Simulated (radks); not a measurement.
**Valence configurations of Zr⁺**

Aim: which of several valence configurations of Zr⁺ lies lowest at this level, and whether it is the one NIST lists ([Kr] 4d2 5s1).

Program: radks (a radial shooting solver on a logarithmic mesh, Libxc functionals) version 1. Level of theory: Dirac Kohn-Sham, LDA (Slater exchange, Perdew-Wang correlation), spin-unpolarised, spherical densities, point nucleus; open shells are shared between the two j in proportion to 2j + 1. These are calculated values, not measurements, unless marked.

## Step 1: What is computed

```
element       : zirconium (Z = 40)
charge        : +1
electrons     : 39
configuration : [Kr] 4d2 5s1
others tried  : 4d1 5s2; 4d1 5s1 5p1; 4d1.5 5s1.5; 4d2 5s0.5 5p0.5; 4d1 5s1.5 5p0.5; 4d2 5p1; 4d2.5 5s0.5; 4d3; 5s2 5p1
```

The outer shells:

Zr⁺
```
[Kr] core
4d [↑ ][↑ ][  ][  ][  ]
5s [↑ ]
```

In the logs a row gives level, spin channel, occupation and eigenvalue; Etot, Ekin, Encl (electron-nucleus), Eh (Hartree) and Exc are energies, all in hartree; err is the last residual, it the number of iterations.

## Step 2: [Kr] 4d2 5s1

Input:

```text
Z 40
configuration [Kr] 4d2 5s1
relativity Dirac
functional lda,pw
spin unpolarised
j_filling average
nucleus point
c 137.035999084
```

Log:

```text
1s1/2   1   2.0000        -654.06696394
2s1/2   1   2.0000         -90.84543861
2p1/2   1   2.0000         -83.24386468
2p3/2   1   4.0000         -80.09418680
3s1/2   1   2.0000         -15.07386207
3p1/2   1   2.0000         -12.24265444
3p3/2   1   4.0000         -11.74044092
3d3/2   1   4.0000          -6.72842164
3d5/2   1   6.0000          -6.63659131
4s1/2   1   2.0000          -2.25084718
4p1/2   1   2.0000          -1.48740278
4p3/2   1   4.0000          -1.42100861
4d3/2   1   0.8000          -0.37742366
4d5/2   1   1.2000          -0.37221387
5s1/2   1   1.0000          -0.37539401
Etot -3594.751857063114
Ekin 3713.7980924447706
Encl -8669.854414471483
Eh 1471.2262891428572
Exc -109.92182417925925
err 1.6013902574297963e-09
it 15
```

The top filled level is 4d5/2, -10.128 eV.

Sizes of the orbitals, from the radial functions (bohr):

| level | occupation | energy (eV) | <r> | outermost maximum (interpolated) | 90 % within | nodes |
| --- | --- | --- | --- | --- | --- | --- |
| 3d3/2 | 4 | -183.09 | 0.4507 | 0.345 | 0.726 | 0 |
| 3d5/2 | 6 | -180.59 | 0.4543 | 0.348 | 0.731 | 0 |
| 4s1/2 | 2 | -61.249 | 1.212 | 1.08 | 1.77 | 3 |
| 4p1/2 | 2 | -40.474 | 1.346 | 1.16 | 2.01 | 2 |
| 4p3/2 | 4 | -38.668 | 1.378 | 1.19 | 2.05 | 2 |
| 4d3/2 | 0.8 | -10.270 | 2.130 | 1.59 | 3.43 | 1 |
| 5s1/2 | 1 | -10.215 | 3.393 | 2.98 | 4.94 | 4 |
| 4d5/2 | 1.2 | -10.128 | 2.150 | 1.60 | 3.47 | 1 |

Radial density 4πr²ρ:

| r (bohr) | 4πr²ρ (e/bohr) |
| --- | --- |
| 0.00125 | 1.058 |
| 0.00193 | 2.291 |
| 0.00298 | 4.815 |
| 0.00458 | 9.674 |
| 0.00706 | 18.14 |
| 0.0109 | 30.61 |
| 0.0168 | 44.06 |
| 0.0258 | 50.63 |
| 0.0397 | 45.71 |
| 0.0612 | 43.70 |
| 0.0943 | 57.84 |
| 0.145 | 56.00 |
| 0.224 | 37.40 |
| 0.345 | 45.23 |
| 0.531 | 30.20 |
| 0.818 | 10.45 |
| 1.26 | 8.577 |
| 1.94 | 3.316 |
| 2.99 | 0.9234 |
| 4.60 | 0.2208 |
| 7.09 | 0.01089 |

## Step 3: [Kr] 4d1 5s2

Changes since step 2:

```diff
@@ -1,3 +1,3 @@
 Z 40
-configuration [Kr] 4d2 5s1
+configuration [Kr] 4d1 5s2
 relativity Dirac
```

Log:

```text
1s1/2   1   2.0000        -654.18544025
2s1/2   1   2.0000         -90.97371984
2p1/2   1   2.0000         -83.37125343
2p3/2   1   4.0000         -80.22176149
3s1/2   1   2.0000         -15.19869122
3p1/2   1   2.0000         -12.36754793
3p3/2   1   4.0000         -11.86525222
3d3/2   1   4.0000          -6.85408399
3d5/2   1   6.0000          -6.76221697
4s1/2   1   2.0000          -2.36355026
4p1/2   1   2.0000          -1.59420376
4p3/2   1   4.0000          -1.52642310
4d3/2   1   0.4000          -0.45416533
4d5/2   1   0.6000          -0.44827609
5s1/2   1   2.0000          -0.41327434
Etot -3594.734429957833
Ekin 3713.838373369187
Encl -8665.432321199773
Eh 1466.6352802198153
Exc -109.77576234706294
err 4.9309886390569325e-09
it 14
```

E − E(step 2, [Kr] 4d2 5s1) = +0.474 eV. The top filled level is 5s1/2, -11.246 eV.

## Step 4: [Kr] 4d1 5s1 5p1

Changes since step 3:

```diff
@@ -1,3 +1,3 @@
 Z 40
-configuration [Kr] 4d1 5s2
+configuration [Kr] 4d1 5s1 5p1
 relativity Dirac
```

Log:

```text
1s1/2   1   2.0000        -654.22957748
2s1/2   1   2.0000         -91.01765421
2p1/2   1   2.0000         -83.41506804
2p3/2   1   4.0000         -80.26558486
3s1/2   1   2.0000         -15.24279613
3p1/2   1   2.0000         -12.41162235
3p3/2   1   4.0000         -11.90931818
3d3/2   1   4.0000          -6.89812391
3d5/2   1   6.0000          -6.80625468
4s1/2   1   2.0000          -2.40621536
4p1/2   1   2.0000          -1.63613015
4p3/2   1   4.0000          -1.56817064
4d3/2   1   0.4000          -0.48988343
4d5/2   1   0.6000          -0.48383185
5s1/2   1   1.0000          -0.43669133
5p1/2   1   0.3333          -0.28840956
5p3/2   1   0.6667          -0.28093289
Etot -3594.5828260991448
Ekin 3713.6693985151146
Encl -8663.493004157299
Eh 1464.972787963999
Exc -109.73200842095926
err 4.7805492560335995e-09
it 14
```

E − E(step 2, [Kr] 4d2 5s1) = +4.600 eV. 5p3/2 is the highest filled level (-7.645 eV).

## Step 5: [Kr] 4d1.5 5s1.5

Changes since step 4:

```diff
@@ -1,3 +1,3 @@
 Z 40
-configuration [Kr] 4d1 5s1 5p1
+configuration [Kr] 4d1.5 5s1.5
 relativity Dirac
```

Log:

```text
1s1/2   1   2.0000        -654.12382187
2s1/2   1   2.0000         -90.90694578
2p1/2   1   2.0000         -83.30494448
2p3/2   1   4.0000         -80.15535547
3s1/2   1   2.0000         -15.13385516
3p1/2   1   2.0000         -12.30267712
3p3/2   1   4.0000         -11.80042910
3d3/2   1   4.0000          -6.78880587
3d5/2   1   6.0000          -6.69695976
4s1/2   1   2.0000          -2.30547602
4p1/2   1   2.0000          -1.53923206
4p3/2   1   4.0000          -1.47218126
4d3/2   1   0.6000          -0.41455001
4d5/2   1   0.9000          -0.40900833
5s1/2   1   1.5000          -0.39414998
Etot -3594.7479525744843
Ekin 3713.8216913001743
Encl -8667.730032092413
Eh 1469.0109804701842
Exc -109.8505922524296
err 9.762349959701539e-10
it 15
```

E − E(step 2, [Kr] 4d2 5s1) = +0.106 eV. The top filled level is 5s1/2, -10.725 eV.

## Step 6: [Kr] 4d2 5s0.5 5p0.5

Changes since step 5:

```diff
@@ -1,3 +1,3 @@
 Z 40
-configuration [Kr] 4d1.5 5s1.5
+configuration [Kr] 4d2 5s0.5 5p0.5
 relativity Dirac
```

Log:

```text
1s1/2   1   2.0000        -654.08891291
2s1/2   1   2.0000         -90.86710544
2p1/2   1   2.0000         -83.26549581
2p3/2   1   4.0000         -80.11581824
3s1/2   1   2.0000         -15.09569795
3p1/2   1   2.0000         -12.26447544
3p3/2   1   4.0000         -11.76226076
3d3/2   1   4.0000          -6.75021157
3d5/2   1   6.0000          -6.65838134
4s1/2   1   2.0000          -2.27236271
4p1/2   1   2.0000          -1.50865835
4p3/2   1   4.0000          -1.44219911
4d3/2   1   0.8000          -0.39550031
4d5/2   1   1.2000          -0.39020617
5s1/2   1   0.5000          -0.38797613
5p1/2   1   0.1667          -0.25241170
5p3/2   1   0.3333          -0.24604710
Etot -3594.6822257754884
Ekin 3713.7202483369374
Encl -8668.894063308479
Eh 1470.3913955314113
Exc -109.89980633535825
err 2.024383090260003e-09
it 15
```

Energy against step 2 ([Kr] 4d2 5s1): +1.895 eV. The top filled level is 5p3/2, -6.695 eV.

## Step 7: [Kr] 4d1 5s1.5 5p0.5

Changes since step 6:

```diff
@@ -1,3 +1,3 @@
 Z 40
-configuration [Kr] 4d2 5s0.5 5p0.5
+configuration [Kr] 4d1 5s1.5 5p0.5
 relativity Dirac
```

Log:

```text
1s1/2   1   2.0000        -654.20770735
2s1/2   1   2.0000         -90.99588114
2p1/2   1   2.0000         -83.39335654
2p3/2   1   4.0000         -80.24386877
3s1/2   1   2.0000         -15.22093471
3p1/2   1   2.0000         -12.38977643
3p3/2   1   4.0000         -11.88747647
3d3/2   1   4.0000          -6.87629516
3d5/2   1   6.0000          -6.78442703
4s1/2   1   2.0000          -2.38508241
4p1/2   1   2.0000          -1.61537245
4p3/2   1   4.0000          -1.54750366
4d3/2   1   0.4000          -0.47222927
4d5/2   1   0.6000          -0.46625869
5s1/2   1   1.5000          -0.42524348
5p1/2   1   0.1667          -0.27856620
5p3/2   1   0.3333          -0.27123016
Etot -3594.659029433719
Ekin 3713.7545045125457
Encl -8664.456011535694
Eh 1465.7955873324768
Exc -109.75310974304759
err 4.57473153305834e-09
it 14
```

Energy against step 2 ([Kr] 4d2 5s1): +2.526 eV. Highest occupied level: 5p3/2 at -7.381 eV.

## Step 8: [Kr] 4d2 5p1

Changes since step 7:

```diff
@@ -1,3 +1,3 @@
 Z 40
-configuration [Kr] 4d1 5s1.5 5p0.5
+configuration [Kr] 4d2 5p1
 relativity Dirac
```

Log:

```text
1s1/2   1   2.0000        -654.11044341
2s1/2   1   2.0000         -90.88835546
2p1/2   1   2.0000         -83.28670784
2p3/2   1   4.0000         -80.13703083
3s1/2   1   2.0000         -15.11712412
3p1/2   1   2.0000         -12.28588628
3p3/2   1   4.0000         -11.78367053
3d3/2   1   4.0000          -6.77159106
3d5/2   1   6.0000          -6.67976095
4s1/2   1   2.0000          -2.29345847
4p1/2   1   2.0000          -1.52948221
4p3/2   1   4.0000          -1.46295527
4d3/2   1   0.8000          -0.41312144
4d5/2   1   1.2000          -0.40774180
5p1/2   1   0.3333          -0.26289879
5p3/2   1   0.6667          -0.25642585
Etot -3594.6119707417774
Ekin 3713.6413315123737
Encl -8667.948146057051
Eh 1469.5745431130836
Exc -109.87969931018344
err 3.0100353708651858e-09
it 15
```

E − E(step 2, [Kr] 4d2 5s1) = +3.807 eV. The top filled level is 5p3/2, -6.978 eV.

## Step 9: [Kr] 4d2.5 5s0.5

Changes since step 8:

```diff
@@ -1,3 +1,3 @@
 Z 40
-configuration [Kr] 4d2 5p1
+configuration [Kr] 4d2.5 5s0.5
 relativity Dirac
```

Log:

```text
1s1/2   1   2.0000        -654.01492697
2s1/2   1   2.0000         -90.78922464
2p1/2   1   2.0000         -83.18804152
2p3/2   1   4.0000         -80.03828261
3s1/2   1   2.0000         -15.01879577
3p1/2   1   2.0000         -12.18756310
3p3/2   1   4.0000         -11.68537283
3d3/2   1   4.0000          -6.67301084
3d5/2   1   6.0000          -6.58119189
4s1/2   1   2.0000          -2.19991460
4p1/2   1   2.0000          -1.43897111
4p3/2   1   4.0000          -1.37316235
4d3/2   1   1.0000          -0.34291594
4d5/2   1   1.5000          -0.33801915
5s1/2   1   0.5000          -0.35704260
Etot -3594.7472237290394
Ekin 3713.768455695295
Encl -8671.801425915415
Eh 1473.2748095599843
Exc -109.98906306890427
err 1.0059143246940995e-09
it 15
```

Energy against step 2 ([Kr] 4d2 5s1): +0.126 eV. The top filled level is 4d5/2, -9.198 eV.

## Step 10: [Kr] 4d3

Changes since step 9:

```diff
@@ -1,3 +1,3 @@
 Z 40
-configuration [Kr] 4d2.5 5s0.5
+configuration [Kr] 4d3
 relativity Dirac
```

Log:

```text
1s1/2   1   2.0000        -653.96756342
2s1/2   1   2.0000         -90.73810351
2p1/2   1   2.0000         -83.13727765
2p3/2   1   4.0000         -79.98744484
3s1/2   1   2.0000         -14.96851818
3p1/2   1   2.0000         -12.13726436
3p3/2   1   4.0000         -11.63508807
3d3/2   1   4.0000          -6.62242951
3d5/2   1   6.0000          -6.53061831
4s1/2   1   2.0000          -2.15272918
4p1/2   1   2.0000          -1.39400742
4p3/2   1   4.0000          -1.32871808
4d3/2   1   1.2000          -0.31099483
4d5/2   1   1.8000          -0.30638846
Etot -3594.7351678299447
Ekin 3713.733595036619
Encl -8673.574824305522
Eh 1475.1583175736
Exc -110.05225613464192
err 1.3464510072719163e-09
it 15
```

Energy against step 2 ([Kr] 4d2 5s1): +0.454 eV. Highest occupied level: 4d5/2 at -8.337 eV.

## Step 11: [Kr] 5s2 5p1

Changes since step 10:

```diff
@@ -1,3 +1,3 @@
 Z 40
-configuration [Kr] 4d3
+configuration [Kr] 5s2 5p1
 relativity Dirac
```

Log:

```text
1s1/2   1   2.0000        -654.36632779
2s1/2   1   2.0000         -91.16661821
2p1/2   1   2.0000         -83.56294793
2p3/2   1   4.0000         -80.41369058
3s1/2   1   2.0000         -15.38623787
3p1/2   1   2.0000         -12.55514996
3p3/2   1   4.0000         -12.05269756
3d3/2   1   4.0000          -7.04263719
3d5/2   1   6.0000          -6.95070573
4s1/2   1   2.0000          -2.53061353
4p1/2   1   2.0000          -1.75329640
4p3/2   1   4.0000          -1.68362510
5s1/2   1   2.0000          -0.47466227
5p1/2   1   0.3333          -0.31447629
5p3/2   1   0.6667          -0.30590545
Etot -3594.5103694250192
Ekin 3713.6650205734372
Encl -8658.40344356241
Eh 1459.801615855647
Exc -109.57356229169207
err 3.202182210362641e-09
it 14
```

E − E(step 2, [Kr] 4d2 5s1) = +6.571 eV. 5p3/2 is the highest filled level (-8.324 eV).

## Step 12: What came out

| valence | E − E(NIST configuration) (eV) | highest level | its energy (eV) | 1s shift (eV) |
| --- | --- | --- | --- | --- |
| 4d2 5s1 | 0.000 | 4d5/2 | -10.128 | +0.00 |
| 4d1.5 5s1.5 | 0.106 | 5s1/2 | -10.725 | -1.55 |
| 4d2.5 5s0.5 | 0.126 | 4d5/2 | -9.198 | +1.42 |
| 4d3 | 0.454 | 4d5/2 | -8.337 | +2.70 |
| 4d1 5s2 | 0.474 | 5s1/2 | -11.246 | -3.22 |
| 4d2 5s0.5 5p0.5 | 1.895 | 5p3/2 | -6.695 | -0.60 |
| 4d1 5s1.5 5p0.5 | 2.526 | 5p3/2 | -7.381 | -3.83 |
| 4d2 5p1 | 3.807 | 5p3/2 | -6.978 | -1.18 |
| 4d1 5s1 5p1 | 4.600 | 5p3/2 | -7.645 | -4.42 |
| 5s2 5p1 | 6.571 | 5p3/2 | -8.324 | -8.15 |

**Reading.** Theory agrees with NIST among these: the next, 4d1.5 5s1.5, lies 0.106 eV higher. The energies are those of spherical spin-averaged densities, not of single terms. The 1s eigenvalue shifts by up to 8.15 eV as the valence charge is rearranged.
